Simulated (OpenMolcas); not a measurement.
# Ti²⁺ among point charges: CASSCF levels and susceptibility

How does a field of 6 point charges split the states of Ti²⁺, and what χT follows?

Program: OpenMolcas 26.06. Level of theory: state-averaged CASSCF, spin-orbit coupling by RASSI with atomic mean-field integrals. These are calculated values, not measurements, unless marked.

1 further run of the same task is left out (it didn't finish).

## Step 1: What is computed

| Item | Value |
| --- | --- |
| Species | Ti²⁺ (titanium, Z = 22, 20 electrons) |
| Basis | ANO-RCC-VDZP [5s4p2d1f], 34 functions |
| Scalar Hamiltonian | DKH2, point nucleus |
| Inactive shells | 1s 2s 2p 3s 3p |
| Active space | 2 electrons in 5 orbitals (3d) |
| Some configurations of this space | 3d2 |
| Orbitals | optimised for each spin and parity, averaged over all roots |

The outer shells:

3d2
```
3d [↑ ][↑ ][  ][  ][  ]
```

The ion sits among 6 point charges of -2 e arranged as an octahedron (Oh), 1.68 Å from the ion. The active orbitals were held to one l.

Each step is its own input file, run in one work folder so that later steps find the files of earlier ones. Labels, J, g values, rates, χT and fits are worked out afterwards by a script from the matrices that RASSI stores. The input lists half of the charges; inversion (Group=XYZ) makes the rest.

## Step 2: Basis and integrals

File a.inp:

```
&GATEWAY
Coord
1

Ti 0.0 0.0 0.0
Basis=ANO-RCC-VDZP
Group=XYZ
NoMove
AngMom=0.0 0.0 0.0
AMFI
XField
3 Angstrom 0
1.680000 0.000000 0.000000 -2.000000
0.000000 1.680000 0.000000 -2.000000
0.000000 0.000000 1.680000 -2.000000
&SEWARD
```

Standard output:

```text
Basis set label: TI.ANO-RCC...5S4P2D1F.

      Electronic valence basis set:
      ------------------
      Associated Effective Charge  22.000000 au
      Associated Actual Charge     22.000000 au
      Nuclear Model: Point charge

      Shell  nPrim  nBasis  Cartesian Spherical Contaminant
         s      21       5        X
         p      15       4        X
         d      10       2                 X
         f       6       1                 X
                  Relativistic Douglas-Kroll-Hess integrals:
                    - DKH order of Hamiltonian: 2
                    - DKH order of Properties : 0
                  Atomic mean-field integrals
```

## Step 3: Reference wave functions, triplets of even parity, 10 roots

File a.inp:

```
&RASSCF
FileOrb=start.orb
Symmetry=1
Spin=3
nActEl=2 0 0
Inactive=3 6
Ras2=5 0
CIRoot=10 10 1
SDav=10
CIMx=300
Iter=120 100
PrWF=0.3
OrbListing=Nothing
MaxOrb=0
SupSym
1
10 4 5 6 7 8 11 12 13 14 15
0
>>> COPY $Project.JobIph JOB001
```

start.orb holds the contracted functions of the basis, ordered by shell, or the orbitals of the step before.

Standard output, cut to the lines that bear on the results:

```text
[...]
      Number of active orbitals                  5
[...]
      Spin quantum number                      1.0
[...]
      Active orbitals                            5   0
[...]
      Number of CSFs                            10
      Number of root(s) required                10
[...]
      Convergence after  9 iterations
[...]
      Natural orbitals and occupation numbers for root  1
      sym 1:   0.991142   0.008858   0.008858   0.991142  -0.000000
      Natural orbitals and occupation numbers for root  2
      sym 1:   0.991142   0.991142  -0.000000   0.008858   0.008858
      Natural orbitals and occupation numbers for root  3
      sym 1:   0.009703   0.990297   0.000000   0.990297   0.009703
::    RASSCF root number  1 Total energy:   -859.82319190
::    RASSCF root number  2 Total energy:   -859.82319190
::    RASSCF root number  3 Total energy:   -859.82319190
[...]
::    RASSCF root number  7 Total energy:   -859.66689512
::    RASSCF root number  8 Total energy:   -859.66689512
::    RASSCF root number  9 Total energy:   -859.66689512
::    RASSCF root number 10 Total energy:   -859.51669845
```

## Step 4: CASSCF: singlets of even parity, 15 roots

File a.inp:

```
&RASSCF
FileOrb=start.orb
Symmetry=1
Spin=1
nActEl=2 0 0
Inactive=3 6
Ras2=5 0
CIRoot=15 15 1
SDav=15
CIMx=300
Iter=120 100
PrWF=0.3
OrbListing=Nothing
MaxOrb=0
SupSym
1
10 4 5 6 7 8 11 12 13 14 15
0
>>> COPY $Project.JobIph JOB002
```

Standard output, cut to the lines that bear on the results:

```text
[...]
      Number of active orbitals                  5
[...]
      Spin quantum number                      0.0
[...]
      Active orbitals                            5   0
[...]
      Number of CSFs                            15
      Number of root(s) required                15
[...]
      Convergence after  7 iterations
[...]
      Natural orbitals and occupation numbers for root  1
      sym 1:   0.000227   0.752652   1.189863   0.057257   0.000001
      Natural orbitals and occupation numbers for root  2
      sym 1:   0.000000   0.986028   0.003396   1.005914   0.004662
      Natural orbitals and occupation numbers for root  3
      sym 1:   0.001119   0.014593   1.078738   0.905549   0.000000
::    RASSCF root number  1 Total energy:   -859.78983202
::    RASSCF root number  2 Total energy:   -859.78983202
::    RASSCF root number  3 Total energy:   -859.78983202
[...]
::    RASSCF root number 12 Total energy:   -859.64520102
::    RASSCF root number 13 Total energy:   -859.45742152
::    RASSCF root number 14 Total energy:   -859.45742152
::    RASSCF root number 15 Total energy:   -859.39032361
```

## Step 5: State interaction with spin-orbit coupling

File a.inp:

```
&RASSI
NrOfJobIphs=2 10 15
1 2 3 4 5 6 7 8 9 10
1 2 3 4 5 6 7 8 9 10 11 12 13 14 15
IphNames
JOB001
JOB002
EJob
SpinOrbit
DIPRint=1.0
SOCoupling=1000.0
Subsets=2
Property=9
'ANGMOM' 1 'ANGMOM' 2 'ANGMOM' 3 'MLTPL  1' 1 'MLTPL  1' 2 'MLTPL  1' 3
'AMFI' 1 'AMFI' 2 'AMFI' 3
SOProperty=3
'ANGMOM' 1 'ANGMOM' 2 'ANGMOM' 3
```

Standard output, cut to the lines that bear on the results:

```text
SPIN-FREE ENERGIES:
  (Shifted by EMIN (a.u.) =       -859.8231918991)
 SF State       Relative EMIN(au)   Rel lowest level(eV)    D:o, cm**(-1)      L_eff
     1             0.0000000000        0.0000000000              0.0000         2.6
     2             0.0000000000        0.0000000000              0.0000         2.6
     3             0.0000000000        0.0000000000              0.0000         2.6
    11             0.0333598766        0.9077684875           7321.6466         3.0
    12             0.0333598766        0.9077684875           7321.6466         3.0
    13             0.0333598766        0.9077684875           7321.6466         3.0
    14             0.0336820694        0.9165358001           7392.3598         3.1
    15             0.0336820694        0.9165358001           7392.3598         3.1
    16             0.0799948819        2.1767716283          17556.8472         2.5
     4             0.1199912852        3.2651292080          26335.0431         2.7
[...]
Eigenvalues of complex Hamiltonian:
   -----------------------------------
  (Shifted by EMIN (a.u.) =       -859.8231918991)
 SO State       Relative EMIN(au)   Rel lowest level(eV)    D:o, cm**(-1)     J-value
     1            -0.0001596593        0.0000000000              0.0000         2.0
     2            -0.0001596593        0.0000000000              0.0000         1.9
     3            -0.0001581902        0.0000399760              0.3224         2.0
     4            -0.0001581902        0.0000399760              0.3224         2.0
     5            -0.0001581902        0.0000399760              0.3224         1.9
     6             0.0001534132        0.0085191379             68.7115         2.8
     7             0.0001534132        0.0085191379             68.7115         2.8
     8             0.0001534132        0.0085191379             68.7115         1.9
     9             0.0003082257        0.0127318005            102.6889         2.8
    10             0.0333573274        0.9120436701           7356.1283         2.4
    11             0.0333573274        0.9120436701           7356.1283         2.4
[...]
```

Time for these steps: 3.3 s (1 thread, shared host).

States without spin-orbit coupling:

| state | degeneracy | E (cm-1) | free-ion L (%) |
| --- | --- | --- | --- |
| 3T1 | 3 | 0 | F (86) |
| 1T2 | 3 | 7322 | G (52) |
| 1E | 2 | 7392 | G (58) |
| 1A1 | 1 | 17557 | G (51) |
| 3T2 | 3 | 26335 | F (100) |
| 3T1 | 3 | 34303 | P (86) |
| 1T2 | 3 | 36498 | D (52) |
| 1T1 | 3 | 39064 | G (100) |
| 3A2 | 1 | 67268 | F (100) |
| 1E | 2 | 80277 | D (58) |
| 1A1 | 1 | 95004 | S (51) |

With spin-orbit coupling:

```tsv
E (cm-1)	Degeneracy	Label	2S+1
0.0	2	E	3
0.3	3	T2	3
68.7	3	T1	3
102.7	1	A1	3
7356	3	T2	1
7427	2	E	1
17591	1	A1	1
26344	1	A2	3
26357	3	T2	3
26383	3	T1	3
26383	2	E	3
34297	1	A1	3
34317	3	T1	3
34359	3	T2	3
34360	2	E	3
36533	3	T2	1
39100	3	T1	1
67303	3	T2	3
80313	2	E	1
95039	1	A1	1
```

Powder χT (cm³ K/mol): 0.15 at 2 K, 0.19 at 5 K, 0.26 at 10 K, 0.38 at 20 K, 0.70 at 50 K, 0.97 at 100 K, 1.09 at 150 K, 1.15 at 200 K, 1.19 at 250 K, 1.22 at 300 K.

A ligand-field fit to the states below 45000 cm-1 gives 10Dq = 28977 cm-1, B = 604 cm-1 and C = 2135 cm-1 (C/B = 3.53), with a deviation of 464 cm-1.

Orbitals of the lowest block (energies include the constant potential of the surroundings):

| shell | space | energy (hartree) | mean occupation | ⟨r²⟩ (bohr²) |
| --- | --- | --- | --- | --- |
| 1s | inactive | -181.4029 | 2.000 | 0.00647 |
| 2s | inactive | -18.6663 | 2.000 | 0.123 |
| 2p | inactive | -14.8357 | 6.000 | 0.102 |
| 3s | inactive | 0.1369 | 2.000 | 1.15 |
| 3p | inactive | 1.2502 | 6.000 | 1.35 |
| 3d | RAS2 |  | 2.000 | 4.56 |

## Step 6: Outcome

```
                                            quantity                            value
                                              method                           CASSCF
                              spin-free ground state  3T1, 3-fold in its orbital part
first state of the same spin within the active space                3T2 at 26300 cm⁻¹
                                        lowest level   2-fold E, g = 0.00, 0.00, 0.00
                                          next level                         0.3 cm⁻¹
                                         χT at 300 K                   1.22 cm³ K/mol
                           effective moment at 300 K                          3.12 μB
```

The spin-free ground state (3T1) comes to 86 % from free-ion F terms and keeps the highest spin of the shell. χT at 300 K is 1.22, against 1.00 cm³ K/mol for the spin alone, so orbital moment adds to it. A ligand-field fit to the states below 45000 cm-1 gives 10Dq = 28977 cm-1, B = 604 cm-1 and C = 2135 cm-1 (C/B = 3.53), with a deviation of 464 cm-1. The field of point charges can differ much from that of real complexes. Point charges carry no covalency, so the field is a model and not that of real ligands.
